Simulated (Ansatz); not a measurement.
# Ca: the cost of one run

Program: Ansatz 0.2.0. Level of theory: DFT PBEsol, scalar-relativistic, plane waves, PAW. These are calculated values, not measurements.

1 further run of the same task is left out (it didn't finish).

## Step 1: Starting point

The structure is tetragonal, space group I4/mmm (No. 139). Conventional cell: a = 4.410 Å, b = 4.410 Å, c = 4.392 Å, α = 90.00°, β = 90.00°, γ = 90.00°. Ca (site symmetry 4/mmm) is surrounded by 8 Ca at 3.81 Å.

Structure file:

```
CELL_PARAMETERS angstrom
-2.20520 2.20520 2.19611
2.20520 -2.20520 2.19611
2.20520 2.20520 -2.19611
ATOMIC_POSITIONS crystal
Ca 0.50000 0.50000 0.00000
```

The structure comes from the Materials Project (structure only).

## Step 2: A random distortion, cell strained

Against the listed cell: strain xx, yy, zz, yz, xz, xy = +3.1, +1.8, +1.7, +0.6, -1.0, +0.0 %.

input.yaml

```yaml
crystal:
  lattice:
    - [-2.2949319984, 2.2571058996, 2.268840937]
    - [2.2510097022, -2.2311917448, 2.198715421]
    - [2.2964756418, 2.2327353883, -2.2428195191]
  atoms:
    - { symbol: Ca, position: [0.5, 0.5, 0.0] }
basis:
  ecutwfc: 420
kpoints:
  mp_grid: { grid: [12, 12, 12] }
hamiltonian:
  xc: pbesol
scf:
  occupations: { method: gaussian, width: 0.1 }
output:
  forces: true
  stress: true
  eigenvalues: true
  populations: true
```

The run is started by

```console
$ ansatz run input.yaml --threads 1 --pin off --max-ram 1331MiB --backend cpu --events-out ev --progress --plain --runs-dir out
```

What time and memory should one allow on 1 thread of an Arm CPU, shared host?

About 22 s, with a peak of 0.58 GiB.
